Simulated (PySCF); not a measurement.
# C₅H₁₂N₂Si: reorganisation energies

What do calculations give for the reorganisation energies of C₅H₁₂N₂Si (`C=C/C=N/N[SiH](C)C`)?

Programs: PySCF 2.14.0, with routines of our own; each step states its level. All values are computed. Atoms count from 0.

## 1. The starting structure

20 atoms, charge 0, multiplicity 1; geometry from: GFN2-xTB.

## 2. Optimising the geometry at PBE0/6-31G*

Job settings and geometry (Å):

```
{"job": {"xc": "PBE0", "basis": "6-31G*", "grid": 1, "kind": "geom"}, "charge": 0, "multiplicity": 1}
C      3.943337     0.225911     0.207192
C      3.058306    -0.295538    -0.638877
C      1.641979    -0.322705    -0.390943
N      0.862639    -0.849222    -1.251092
N     -0.461857    -0.887609    -1.056647
Si    -1.446464    -0.257799     0.245842
C     -1.274447     1.637442     0.367103
C     -3.205518    -0.756764    -0.248333
H      3.636075     0.665783     1.142098
H      4.998946     0.230831    -0.001239
H      3.371615    -0.734821    -1.575329
H      1.277523     0.111697     0.544047
H     -0.904009    -1.375437    -1.823925
H     -1.064709    -0.908319     1.510807
H     -1.108119     1.959046     1.391363
H     -2.169072     2.142171     0.013005
H     -0.439408     1.998407    -0.227133
H     -3.491883    -0.336921    -1.208062
H     -3.313729    -1.834602    -0.311613
H     -3.916353    -0.400873     0.489308
```

The run is started by

```console
OMP_NUM_THREADS=1 python excited_run.py task.json out
```

This one command runs all jobs of the session in turn.

Log:

```text
step   0  E = -596.20934604  max force = 0.015631
step   1  E = -596.21133398  max force = 0.005466
step   2  E = -596.21145645  max force = 0.001565
step   3  E = -596.21145079  max force = 0.002335
step   4  E = -596.21149579  max force = 0.000942
step   5  E = -596.21151328  max force = 0.000457
step   6  E = -596.21154446  max force = 0.000487
step   7  E = -596.21160541  max force = 0.000800
step   8  E = -596.21169830  max force = 0.000753
step   9  E = -596.21182608  max force = 0.000872
step  10  E = -596.21198346  max force = 0.001332
step  11  E = -596.21220848  max force = 0.002325
step  12  E = -596.21238844  max force = 0.001344
step  13  E = -596.21242450  max force = 0.001147
step  14  E = -596.21244171  max force = 0.001079
step  15  E = -596.21246020  max force = 0.001074
step  16  E = -596.21247182  max force = 0.001093
step  17  E = -596.21248549  max force = 0.000934
step  18  E = -596.21249023  max force = 0.000498
step  19  E = -596.21249467  max force = 0.000224
optimisation converged
```

It took 2.6 min on 1 thread of Arm Neoverse V1, shared host; peak memory 0.62 GiB.

Relaxation path:

```
step  energy from step 0 (eV)  largest force component (eV/Å)
   0                   0.0000                          0.8038
   1                  -0.0541                          0.2811
   2                  -0.0574                          0.0805
   3                  -0.0573                          0.1201
   4                  -0.0585                          0.0484
   5                  -0.0590                          0.0235
   6                  -0.0598                          0.0250
   7                  -0.0615                          0.0411
   8                  -0.0640                          0.0387
   9                  -0.0675                          0.0448
  10                  -0.0718                          0.0685
  11                  -0.0779                          0.1196
  12                  -0.0828                          0.0691
  13                  -0.0838                          0.0590
  14                  -0.0842                          0.0555
  15                  -0.0847                          0.0552
  16                  -0.0851                          0.0562
  17                  -0.0854                          0.0480
  18                  -0.0856                          0.0256
  19                  -0.0857                          0.0115
```

Distances of close pairs at the start and the end, largest changes first:

```
   bond  before (Å)  after (Å)  change (Å)
 Si5–C6       1.907      1.879      -0.027
Si5–H13       1.473      1.494      +0.021
 N4–Si5       1.750      1.767      +0.017
 Si5–C7       1.894      1.878      -0.017
  N3–N4       1.339      1.351      +0.012
  C2–N3       1.275      1.286      +0.012
 C7–H19       1.084      1.096      +0.011
 C6–H14       1.086      1.097      +0.010
```

The end geometry stands in the next job.

```
                         at the end point                value
  point group (found at 0.08 Å tolerance)                   C1
rotational constants (GHz, main isotopes)  3.738, 0.745, 0.664
                        dipole moment (D)                 2.34
```

## 3. Relaxation after adding or removing an electron (C₅H₁₂N₂Si+ (doublet)): UKS PBE0/6-31G*

Job settings and geometry (Å):

```
{"job": {"kind": "ionopt", "ions": [1], "xc": "PBE0", "basis": "6-31G*", "grid": 1}, "charge": 1, "multiplicity": 2}
C      3.966667    -0.009983     0.438754
C      3.101357    -0.471293    -0.473456
C      1.663599    -0.465395    -0.305241
N      0.913532    -0.940636    -1.236054
N     -0.427774    -0.940809    -1.072707
Si    -1.441674    -0.350160     0.248078
C     -1.386933     1.520858     0.417448
C     -3.167969    -0.951993    -0.179609
H      3.628649     0.406546     1.385329
H      5.038569    -0.035039     0.270530
H      3.455767    -0.886410    -1.415327
H      1.261468    -0.055694     0.630615
H     -0.875158    -1.353278    -1.879485
H     -0.971839    -0.960801     1.528057
H     -1.982754     1.847285     1.278404
H     -1.791819     2.005716    -0.477892
H     -0.365482     1.888789     0.560828
H     -3.513985    -0.530331    -1.130559
H     -3.206103    -2.043984    -0.254361
H     -3.881765    -0.646334     0.593505
```

With the program's defaults for keys left out, this is: UKS PBE0/6-31G* geometry optimisation of the ion from the geometry of its parent, gas phase.

Log:

```text
step       E/Eh        max force   <S^2>
  0    -595.93242997   0.073686   0.7749
  1    -595.94169583   0.045883   0.7843
  2    -595.94961433   0.010064   0.7846
  3    -595.94956238   0.007289   0.7853
  4    -595.95028581   0.004186   0.7853
  5    -595.95053802   0.002014   0.7858
  6    -595.95053266   0.003103   0.7859
  7    -595.95060371   0.001360   0.7861
  8    -595.95063113   0.001150   0.7858
  9    -595.95064380   0.000985   0.7859
 10    -595.95065607   0.000686   0.7858
 11    -595.95066888   0.000631   0.7858
 12    -595.95068345   0.000314   0.7856
optimisation converged
```

Run time: 2.9 min. Hardware: 1 thread of Arm Neoverse V1, shared host; peak memory 0.67 GiB.

From this job:

```
             quantity    value
geometry moved (RMSD)  0.146 Å
                 ⟨S²⟩    0.786
```

Bonds of the start that changed most:

```
  bond  start (Å)  end (Å)
N4–Si5      1.767    1.879
 N3–N4      1.351    1.288
 C2–N3      1.286    1.337
 C1–C2      1.448    1.405
 C0–C1      1.339    1.370
Si5–C7      1.878    1.858
```

Mulliken spin populations:

C0 0.51; C1 -0.14; C2 0.28; N3 0.01; N4 0.41; Si5 -0.02; C6 0.01; C7 0.00; H8 -0.03; H9 -0.03; H10 0.01; H11 -0.01; H12 -0.02; H13 0.01; H14 0.00; H15 0.00; H16 0.00; H17 0.00; H18 0.00; H19 0.00

The fields below are evaluated on a grid from the run's orbitals.

ELF in a plane through or near 6 of the atoms.

Ten even steps from ' ' (0.00) to '@' (1.00):
```
                                                        
                                                        
                                                        
                                                        
                      ==::    ....                      
            ..**++  ..%%##  ..##**                      
            **@@@@....@@@@--++@@%%    ==**--            
            ==@@@@==..##**%%::**==  --@@@@@@::          
            ..%%##++--%%==%%--**--  --@@@@@@::          
      ==**--..++--######++::**##--::--**@@++            
      **%%**==##**++**++..    ::==--..  ..              
      ::======++==..::::    ..++%%**..                  
        ....::--..        --****--**--                  
                        ..@@@@@@--++==..                
                        ++@@@@@@**%%**..                
                        --@@@@++==%%**..                
                          ....  ..----                  
                                                        
                                                        
                                                        
```
The map spans 15.3 Å across and 10.2 Å up, centred on the molecule. Atoms in the plane (x, y in Å): N3 (-0.9, 1.2), N4 (0.4, 1.1), C6 (1.4, -1.7), H10 (-3.4, 1.4), H16 (0.4, -2.1), H17 (3.5, 0.9).

On the surface of density 0.002 e/bohr³ the electrostatic potential runs, from the 1st to the 99th percentile, from 2.90 V near N3 to 5.99 V near H12.

The spin density lies nearest to C0 27 %; N4 26 %; C2 17 %; C1 8 % (beta excess).

## 4. Reorganisation energies: UKS PBE0/6-31G*

The job, as its differences from that of step 3:

```diff
@@ -1,2 +1,2 @@
-{"job": {"kind": "ionopt", "ions": [1], "xc": "PBE0", "basis": "6-31G*", "grid": 1}, "charge": 1, "multiplicity": 2}
+{"job": {"kind": "reorg", "ions": [1, -1], "xc": "PBE0", "basis": "6-31G*", "grid": 1}, "charge": 0, "multiplicity": 1}
 C      3.966667    -0.009983     0.438754
```

Method: UKS PBE0/6-31G* four-point reorganisation energy, gas phase.

Log:

```text
final grid: 72216 points
cycle   1  E = -596.1437922543  dE =  7.411e-01  |g| = 5.075e-01  |ddm| = 4.057e+00
cycle   2  E = -596.1438918444  dE = -9.959e-05  |g| = 5.023e-01  |ddm| = 9.469e-01
cycle   3  E = -596.2106507413  dE = -6.676e-02  |g| = 8.307e-02  |ddm| = 5.044e-01
cycle   4  E = -596.2118498554  dE = -1.199e-03  |g| = 5.055e-02  |ddm| = 1.316e-01
cycle   5  E = -596.2124720502  dE = -6.222e-04  |g| = 9.105e-03  |ddm| = 5.035e-02
cycle   6  E = -596.2124925289  dE = -2.048e-05  |g| = 2.807e-03  |ddm| = 1.190e-02
cycle   7  E = -596.2124943218  dE = -1.793e-06  |g| = 1.172e-03  |ddm| = 3.676e-03
cycle   8  E = -596.2124946592  dE = -3.374e-07  |g| = 2.314e-04  |ddm| = 1.125e-03
cycle   9  E = -596.2124946732  dE = -1.403e-08  |g| = 4.759e-05  |ddm| = 2.776e-04
cycle  10  E = -596.2124946737  dE = -5.234e-10  |g| = 2.514e-05  |ddm| = 7.206e-05
converged SCF energy = -596.2124946737

hole transfer: vertical 7.4823 eV, relaxation of the ion converged
  adiabatic 7.1242 eV, lambda(ion) 0.3580, lambda(parent) 0.3878, total 0.7458 eV

electron transfer: vertical -1.4702 eV, relaxation of the ion skipped
```

Wall time 19 s (1 thread of Arm Neoverse V1, shared host); peak memory 0.66 GiB.

## 5. Outcome

| quantity | value |
| --- | --- |
| point group | C1 |
| rotational constants (main isotopes) | 3.74, 0.75, 0.66 GHz |
| geometry moved (RMSD) (step 3, UKS PBE0/6-31G*) | 0.146 Å |
| hole reorganisation energy (step 4, UKS PBE0/6-31G*) | 0.7458 eV |

In words: Relaxing lowered the energy by 0.086 eV in 19 steps; the close pair that moved most is Si5–C6, from 1.907 to 1.879 Å. In step 3 (relaxation after adding or removing an electron), among the bonds N4–Si5 changes most, from 1.767 to 1.879 Å.
